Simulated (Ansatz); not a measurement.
# ClH3NOSc: how energies converge with the basis set

One table from this session's results is given with a row withheld; the runs are named, their logs left out.

The runs use Ansatz 0.2.0, Gaussian basis; one geometry, several basis sets.

Plan: PBE0-D4/def2-SVP; ωB97M-V/def2-SVP; PBE0-D4/def2-QZVPP; ωB97M-V/def2-QZVPP; the functionals' def2-TZVPP values are taken from earlier runs.

**The geometry**

The geometry comes from an earlier relaxation with PBE0-D4 in a triple-zeta def2 set; it is a stationary point, not always the lowest conformer.

SMILES `[NH2][Sc]([OH])[Cl]`, 7 atoms, charge 0, spin multiplicity 1.

Atoms are counted from 1 here; the program's logs count them from 0.

Bond lengths: N1–Sc2 1.963 Å, N1–H5 1.013 Å, N1–H6 1.012 Å, Sc2–O3 1.851 Å, Sc2–Cl4 2.329 Å, O3–H7 0.953 Å. Angles: Sc2–N1–H5 125.3°, Sc2–N1–H6 126.8°, H5–N1–H6 107.9°, N1–Sc2–O3 114.7°, N1–Sc2–Cl4 118.3°, O3–Sc2–Cl4 127.0°, Sc2–O3–H7 168.5°.

Set-up of the first run:

in.yaml reads:

```yaml
crystal:
  periodic: [false, false, false]
  atoms:
    - {symbol: N, position_ang: [-0.715833, 1.249153, -0.062182]}
    - {symbol: Sc, position_ang: [-0.028966, -0.581948, -0.228734]}
    - {symbol: O, position_ang: [1.509792, -0.922814, 0.742806]}
    - {symbol: Cl, position_ang: [-1.189913, -2.075806, -1.587108]}
    - {symbol: H, position_ang: [-1.543797, 1.607298, -0.522693]}
    - {symbol: H, position_ang: [-0.317485, 1.998248, 0.488969]}
    - {symbol: H, position_ang: [2.286201, -1.274131, 1.168952]}
basis:
  gaussian: {orbitals: def2-SVP}
hamiltonian: {xc: pbe0, dispersion: d4}
output: {orbitals: {seedname: orbitals}}
```

Steps of the session up to this table: PBE0-D4 in def2-SVP; ωB97M-V in def2-SVP; PBE0-D4 in def2-QZVPP; ωB97M-V in def2-QZVPP.

One of the session's tables, all rows but one given; the rest of the session is left out.

It belongs to the step «Functionals by basis». 

```
functional       basis  HOMO (eV)  LUMO (eV)
   PBE0-D4    def2-SVP      -7.07      -1.54
   PBE0-D4  def2-TZVPP      -7.44      -1.81
   PBE0-D4  def2-QZVPP          ?          ?
   ωB97M-V    def2-SVP      -9.44      -0.03
   ωB97M-V  def2-TZVPP      -9.82      -0.25
   ωB97M-V  def2-QZVPP      -9.84      -0.33
```

**Question.** Estimate the row for PBE0-D4, def2-QZVPP.

As computed: HOMO (eV): -7.46; LUMO (eV): -1.82. In the column «HOMO (eV)» it lies between ωB97M-V, def2-SVP (-9.44) and PBE0-D4, def2-TZVPP (-7.44).
